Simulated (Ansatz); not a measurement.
**Si: how well frozen cores do**

Aim: solve Si at one geometry with all-electron LAPW, PAW with frozen cores and datasets made for this crystal, and see where they agree.

Computed with Ansatz 0.2.0 (DFT LDA, scalar-relativistic, unless a step's input says otherwise).

**1. The starting structure**

It takes space group Imma (No. 74, orthorhombic). The conventional cell has a = 4.502 Å, b = 4.737 Å, c = 2.550 Å, α = 90.00°, β = 90.00°, γ = 90.00°. Around Si (site symmetry mm2) lie 8 Si at 2.39 to 2.74 Å.

Structure file:

```
Si
1.0
    -2.25100    2.36850    1.27500
     2.25100   -2.36850    1.27500
     2.25100    2.36850   -1.27500
Si
2
Direct
  0.80700 0.55700 0.25000
  0.19300 0.44300 0.75000
```

The cell comes from a crystallographic database entry that wasn't checked; take it as a given geometry, which may be far from equilibrium.

Atoms are numbered in the order of the input: Si1, Si2.

**2. All-electron LAPW**

The input, input.yaml:

```yaml
crystal:
  lattice:
    - [-2.251, 2.3685, 1.275]
    - [2.251, -2.3685, 1.275]
    - [2.251, 2.3685, -1.275]
  atoms:
    - { symbol: Si, position: [0.807, 0.557, 0.25] }
    - { symbol: Si, position: [0.193, 0.443, 0.75] }
kpoints:
  mp_grid: { grid: [16, 16, 16] }
  band_path:
    path:
      - [0.0, 0.0, 0.0]
      - [0.5, -0.5, 0.5]
      - [0.4758105458, -0.4758105458, 0.5241894542]
      - [-0.4758105458, 0.4758105458, 0.4758105458]
      - [0.0, 0.0, 0.0]
      - [0.3224458646, 0.3224458646, -0.3224458646]
      - [0.6775541354, -0.3224458646, 0.3224458646]
      - [0.5, -0.5, 0.5]
      - [0.0, 0.0, 0.0]
    npoints: 14
scf:
  occupations: { method: fermi_dirac, width: 0.05 }
hamiltonian:
  xc: lda
  pseudopotentials: { kind: all_electron, lapw: { basis_error: 0.0005 } }
output:
  forces: true
  stress: true
  eigenvalues: true
  populations: true
  dos: { projected: true, de: 0.2, e_range: [-14, 8] }
```

Command:

```sh
ansatz run input.yaml --threads 1 --pin off --max-ram 3072MiB --backend cpu --events-out ev --progress --plain --runs-dir out
```

The program printed (excerpt; [...] marks lines left out):

```text
Si: projections on atomic orbitals take those of the free atom 1s2 2s2 2p6 3s2 3p2, of charge +0.00 (hamiltonian.pseudopotentials.projection_atoms)
LAPW: plane waves up to 7.826 Å⁻¹, error target 5.0e-4 eV per atom; small_component_spin mean_spin; Si in spheres of 1.193 Å, 12 of its electrons in bands, Dirac shells []
[...]
Pseudopotentials: kind: all_electron
Pseudopotential: Si, LAPW, valence charge 12, Koelling and Harmon's equation, gaussian nucleus
Functional definition: SPW92
[...]
Crystal: 2 atoms, lattice volume = 27.191 Å³
Basis set: ecut = 233.36075823495577 eV, 219 PW (Γ), FFT grids on a1+a2, a2, a3, exchange–correlation at level 2
Bands: 16, of which v1, the nominal top of the filled ones, is band 12 counted from 1 (11 counted from 0)
Symmetry: 8 space group operations
Space group: Imma (ITA 74), of the structure as read, at distance tolerance 3.0e-5 Å
k-points: 621 of 4096
[...]
SCF iter   1: F=—  HF=-15729.893570 eV  |F-HF|=—  |Δ(HF+E_count)|=         —  Δρ=2.47e-2  dr2=9.12e-2  ethr=3.80e-4  ⟨swp⟩=2.9  Hψ=70978  notcnv=0
[...]
the basis was enlarged: its passes take 46.8 KiB over the memory plan, 1 of 1 planned eigensolver slots
[...]
SCF iter   6: F=-15729.867458 eV  HF=-15729.867458 eV  |F-HF|=3.24e-10  |Δ(HF+E_count)|=   2.72e-8  Δρ=1.83e-6  dr2=7.61e-10  ethr=4.46e-10  ⟨swp⟩=2.0  Hψ=26170  notcnv=0
[...]
NSCF: frozen V_eff on 113 k-points
SCF converged after 6 iterations
Free energy (F): -15729.867458 eV
[...]
E sigma→0 (E₀):  -15729.864433 eV
Entropy (-TS):   -0.006050 eV (-3.025 meV/atom)
Fermi energy:    12.891298 eV
[...]
--- Forces (eV/Å), atoms counted from 1 ---
  atom   1  Si     0.00000000     0.00000000     0.01544239
  atom   2  Si     0.00000000     0.00000000    -0.01544239
[...]
--- Stress (GPa, compression-positive) ---
        9.986086       0.000000       0.000000
        0.000000      12.216379       0.000000
        0.000000       0.000000      10.169244
  P = ⅓ Tr σ = 10.7906 GPa (107.906 kbar)
--- Band table (eV; the first three rows and the last of 621) ---
  k-point 0: bands = ["-120.4162", "-120.4104", "-77.2774", "-77.2706", "-77.2693", "-77.2619", "-77.2450", "-77.2211", "-1.8629", "9.9449", "10.4287", "11.1915", "14.0391", "20.6841", "21.9482", "22.8180"]
[...]
--- Löwdin populations: 2 sites ---
  site symbol       q [e]
     0     Si     13.9370
     1     Si     13.9370
  spilling = 0.004501 (of n_electrons = 28.000000)
```

Run time: 27 s. Hardware: 1 thread of Intel Xeon 6975P-C (Granite Rapids), shared host; peak memory 0.76 GiB.

This run gives: pressure 10.79 GPa; no gap; largest force 0.015 eV/Å.

At the corners of the path (eV, zero at the Fermi level):

| point | band 9 | band 10 | band 11 | band 12 | band 13 | band 14 | band 15 |
| --- | --- | --- | --- | --- | --- | --- | --- |
| Γ | -14.75 | -2.95 | -2.46 | -1.70 | 1.15 | 7.79 | 9.06 |
| X | -9.19 | -8.16 | -7.63 | -7.35 | 5.72 | 6.55 | 14.05 |
| F0 | -9.17 | -8.52 | -7.62 | -6.96 | 5.73 | 6.56 | 13.91 |
| Σ0 | -9.17 | -8.52 | -7.62 | -6.96 | 5.73 | 6.56 | 13.91 |
| Γ | -14.75 | -2.95 | -2.46 | -1.70 | 1.15 | 7.79 | 9.06 |
| Λ0 | -6.53 | -5.95 | -5.16 | -5.07 | -4.71 | 5.63 | 6.76 |
| G0 | -6.53 | -5.95 | -5.16 | -5.07 | -4.71 | 5.63 | 6.76 |
| X | -9.19 | -8.16 | -7.63 | -7.35 | 5.72 | 6.55 | 14.05 |
| Γ | -14.75 | -2.95 | -2.46 | -1.70 | 1.15 | 7.79 | 9.06 |

States per cell in windows of 1 eV (zero at the Fermi level; grid of 0.20 eV, so sharp peaks spill over the borders):

| from | to | total | Si 3p | Si 3s |
| --- | --- | --- | --- | --- |
| -10 | -9 | 0.48 | 0.25 | 0.23 |
| -9 | -8 | 0.55 | 0.28 | 0.26 |
| -8 | -7 | 0.51 | 0.27 | 0.24 |
| -7 | -6 | 0.59 | 0.38 | 0.21 |
| -6 | -5 | 0.63 | 0.44 | 0.17 |
| -5 | -4 | 0.69 | 0.51 | 0.17 |
| -4 | -3 | 0.76 | 0.59 | 0.16 |
| -3 | -2 | 0.91 | 0.75 | 0.14 |
| -2 | -1 | 0.83 | 0.70 | 0.10 |
| -1 | 0 | 0.64 | 0.49 | 0.12 |
| 0 | 1 | 0.70 | 0.50 | 0.14 |
| 1 | 2 | 0.74 | 0.49 | 0.13 |
| 2 | 3 | 0.81 | 0.45 | 0.15 |
| 3 | 4 | 0.90 | 0.46 | 0.16 |
| 4 | 5 | 0.93 | 0.47 | 0.17 |

**3. PAW with frozen cores**

input.yaml: that of step 2 with these lines changed.

```diff
@@ -26,3 +26,3 @@
   xc: lda
-  pseudopotentials: { kind: all_electron, lapw: { basis_error: 0.0005 } }
+  pseudopotentials: { kind: paw }
 output:
@@ -31,3 +31,9 @@
   eigenvalues: true
+  efg: { contact_densities: true }
   populations: true
+  bader: true
   dos: { projected: true, de: 0.2, e_range: [-14, 8] }
+  write_density: true
+  write_potential: true
+  elf: true
+  volumetric_format: npy
```

Command:

```sh
ansatz run input.yaml --threads 1 --pin off --max-ram 3072MiB --backend cpu --events-out ev --progress --plain --runs-dir out
```

The program printed (excerpt; [...] marks lines left out):

```text
[...]
Pseudopotentials: kind: paw
Pseudopotential: Si, paw, valence charge 4, recommended cutoff 420 eV (normal)
Functional definition: SPW92
[...]
Crystal: 2 atoms, lattice volume = 27.191 Å³
Basis set: ecut = 420 eV, 521 PW (Γ)
Bands: 8, of which v1, the nominal top of the filled ones, is band 4 counted from 1 (3 counted from 0)
Symmetry: 8 space group operations
Space group: Imma (ITA 74), of the structure as read, at distance tolerance 3.0e-5 Å
k-points: 621 of 4096
[...]
SCF iter   1: F=—  HF=-1216.802152 eV  |F-HF|=—  |Δ(HF+E_count)|=         —  Δρ=5.54e-3  dr2=7.41e-3  ethr=1.77e-3  ⟨swp⟩=5.2  Hψ=40610  notcnv=0
[...]
SCF iter   6: F=-1216.798522 eV  HF=-1216.798522 eV  |F-HF|=5.00e-12  |Δ(HF+E_count)|=  4.71e-10  Δρ=3.91e-7  dr2=1.46e-11  ethr=2.88e-11  ⟨swp⟩=4.6  Hψ=23453  notcnv=0
[...]
NSCF: frozen V_eff on 113 k-points
SCF converged after 6 iterations
[...]
        0.000000       0.000000      10.188703
  P = ⅓ Tr σ = 10.8274 GPa (108.274 kbar)
--- PAW observables at the nuclei: V_zz in 10²¹ V/m², potentials from the cell's mean, atoms counted from 1 ---
  atom   1  Si V_zz =    -2.601234   η = 0.2501   by run symmetry: allowed
            electrostatic potential = -1363.867126 V   contact ρ = 12695.263840 e/Å³
  atom   2  Si V_zz =    -2.601234   η = 0.2501   by run symmetry: allowed
            electrostatic potential = -1363.867126 V   contact ρ = 12695.263840 e/Å³
--- Band table (eV; the first three rows and the last of 621) ---
  k-point 0: bands = ["-3.6882", "8.1206", "8.6052", "9.3663", "12.2083", "18.8549", "20.1217", "20.9911"]
[...]
--- Löwdin populations: 2 sites ---
  site symbol       q [e]
     0     Si      3.9328
     1     Si      3.9328
  spilling = 0.016788 (of n_electrons = 8.000000)
--- Bader charges: 2 sites ---
  site symbol  charge [e]  shift [e]
     0     Si      0.0000     0.0000
     1     Si      0.0000     0.0000
  estimated error of the sums over rays = 1.5e-4 e
```

Wall time 21 s (1 thread of Intel Xeon 6975P-C (Granite Rapids), shared host); peak memory 0.49 GiB.

This run gives: pressure 10.83 GPa; no gap; largest force 0.015 eV/Å; Vzz Si1 -2.60 (η = 0.25) (10²¹ V/m²).

| atom | Bader charge (e) | basin volume (Å³) |
| --- | --- | --- |
| Si1 | +0.00 | 13.60 |

The fields are shown in the conventional cell of this run's space group, carried over from its grid by interpolation.

Density in a lattice plane of the grid's cell (edges 4.50 and 2.55 Å, at 0.250 of the third edge), which holds Si.

Values in e/Å³, 6 rows by 12 columns:
```
0.40 0.42 0.42 0.42 0.46 0.28 0.13 0.28 0.46 0.42 0.42 0.42
0.13 0.28 0.46 0.42 0.42 0.42 0.40 0.42 0.42 0.42 0.46 0.28
0.06 0.20 0.41 0.34 0.31 0.35 0.37 0.35 0.31 0.34 0.41 0.20
0.33 0.37 0.35 0.28 0.29 0.36 0.40 0.36 0.29 0.28 0.35 0.37
0.40 0.36 0.29 0.28 0.35 0.37 0.33 0.37 0.35 0.28 0.29 0.36
0.37 0.35 0.31 0.34 0.41 0.20 0.06 0.20 0.41 0.34 0.31 0.35
```
Columns run along the first of these edges and rows up along the second, over one cell in 12 and 6 even steps from the bottom left corner. Atoms in the plane (fractional): Si at (0.00, 0.56), Si at (0.50, 0.94).

ELF in the same plane.

Values, 6 rows by 12 columns:
```
0.57 0.67 0.77 0.80 0.76 0.37 0.32 0.37 0.76 0.80 0.77 0.67
0.32 0.37 0.76 0.80 0.77 0.67 0.57 0.67 0.77 0.80 0.76 0.37
0.46 0.27 0.62 0.66 0.60 0.67 0.71 0.67 0.60 0.66 0.62 0.27
0.45 0.51 0.60 0.50 0.53 0.67 0.73 0.67 0.53 0.50 0.60 0.51
0.73 0.67 0.53 0.50 0.60 0.51 0.45 0.51 0.60 0.50 0.53 0.67
0.71 0.67 0.60 0.66 0.62 0.27 0.46 0.27 0.62 0.66 0.60 0.67
```
Columns run along the first of these edges and rows up along the second, over one cell in 12 and 6 even steps from the bottom left corner. Atoms in the plane (fractional): Si at (0.00, 0.56), Si at (0.50, 0.94).

Both are smooth fields of the valence electrons: close to the nuclei they are not physical.

Maxima of ELF outside the ion cores: 0.90 on the Si–Si line, 1.2 Å from Si.

**4. Datasets made for this crystal**

input.yaml: that of step 3 with these lines changed.

```diff
@@ -21,3 +21,3 @@
       - [0.0, 0.0, 0.0]
-    npoints: 14
+    npoints: 8
 scf:
@@ -26,3 +26,3 @@
   xc: lda
-  pseudopotentials: { kind: paw }
+  pseudopotentials: { kind: all_electron, datasets: crystal }
 output:
@@ -32,8 +32 @@
   efg: { contact_densities: true }
-  populations: true
-  bader: true
-  dos: { projected: true, de: 0.2, e_range: [-14, 8] }
-  write_density: true
-  write_potential: true
-  elf: true
-  volumetric_format: npy
```

Command:

```sh
ansatz run input.yaml --threads 1 --pin off --max-ram 3072MiB --backend cpu --events-out ev --progress --plain --runs-dir out
```

The program printed (excerpt; [...] marks lines left out):

```text
[...]
Pseudopotentials: kind: all_electron
Pseudopotential: Si, paw, valence charge 12, recommended cutoff 200 eV (normal), Koelling and Harmon's equation, gaussian nucleus
Functional definition: SPW92
[...]
Crystal: 2 atoms, lattice volume = 27.191 Å³
Basis set: ecut = 200 eV, 167 PW (Γ)
Bands: 8, of which v1, the nominal top of the filled ones, is band 4 counted from 1 (3 counted from 0)
Symmetry: 8 space group operations
Space group: Imma (ITA 74), of the structure as read, at distance tolerance 3.0e-5 Å
k-points: 621 of 4096
[...]
SCF iter   1: F=—  HF=-15729.790630 eV  |F-HF|=—  |Δ(HF+E_count)|=         —  Δρ=2.81e-2  dr2=1.18e-1  ethr=1.38e-3  ⟨swp⟩=4.0  Hψ=35673  notcnv=0
[...]
SCF iter   6: F=-15729.867676 eV  HF=-15729.867676 eV  |F-HF|=1.23e-9  |Δ(HF+E_count)|=   5.10e-8  Δρ=2.56e-6  dr2=1.78e-9  ethr=2.02e-10  ⟨swp⟩=3.4  Hψ=10511  notcnv=0  defer=3
[...]
--- Forces (eV/Å), atoms counted from 1 ---
  atom   1  Si     0.00000000     0.00000000     0.01541851
  atom   2  Si     0.00000000     0.00000000    -0.01541851
[...]
--- Stress (GPa, compression-positive) ---
        9.983684       0.000000       0.000000
        0.000000      12.214450       0.000000
        0.000000       0.000000      10.166423
  P = ⅓ Tr σ = 10.7882 GPa (107.882 kbar)
  It holds what live shells' own plane waves past their cutoff add
--- PAW observables at the nuclei: V_zz in 10²¹ V/m², potentials from the cell's mean, atoms counted from 1 ---
  atom   1  Si V_zz =    -2.585385   η = 0.2493   by run symmetry: allowed
            electrostatic potential = -1360.610185 V   contact ρ = 12704.075455 e/Å³
  atom   2  Si V_zz =    -2.585385   η = 0.2493   by run symmetry: allowed
            electrostatic potential = -1360.610185 V   contact ρ = 12704.075455 e/Å³
--- Band table (eV; the first three rows and the last of 621) ---
  k-point 0: bands = ["-1.8629", "9.9449", "10.4287", "11.1915", "14.0391", "20.6842", "21.9482"]
[...]
```

Run time: 12 s. Hardware: 1 thread of Intel Xeon 6975P-C (Granite Rapids), shared host; peak memory 0.53 GiB.

In short: pressure 10.79 GPa; no gap; largest force 0.015 eV/Å; Vzz Si1 -2.59 (η = 0.25) (10²¹ V/m²).

| atom | contact density (e/Å³) |
| --- | --- |
| Si1 | 12704.08 |

**5. Comparison**

| method | pressure (GPa) | largest force (eV/Å) | Vzz Si1 (10²¹ V/m²) | SCF cycles, all passes |
| --- | --- | --- | --- | --- |
| LAPW | 10.79 | 0.015 | – | 6 |
| PAW | 10.83 | 0.015 | -2.60 | 6 |
| crystal datasets | 10.79 | 0.015 | -2.59 | 6 |

**6. What came out**

```
           quantity                                               value
           pressure   LAPW 10.79, PAW 10.83, crystal datasets 10.79 GPa
         gap (LAPW)                                                none
      largest force  LAPW 0.015, PAW 0.015, crystal datasets 0.015 eV/Å
Bader charges (PAW)                                         Si1 +0.00 e
  highest ELF (PAW)                                0.90, 1.19 Å from Si
```

What this shows: The pressure of 10.8 GPa pushes the cell to expand, with the atoms held in place. Bands cross the Fermi level: the crystal is a metal at this level. Si 3p carries the largest share, 78 %, of the projected states within 0.3 eV of the Fermi level. The projection holds only the free atom's occupied shells (Si 3s, Si 3p in this range). The field gradient at Si1, the largest by crystal datasets, is -2.60 by PAW and -2.59 by crystal datasets (10²¹ V/m²), within 5 %. In pressure, PAW differs from LAPW by +0.04 GPa.
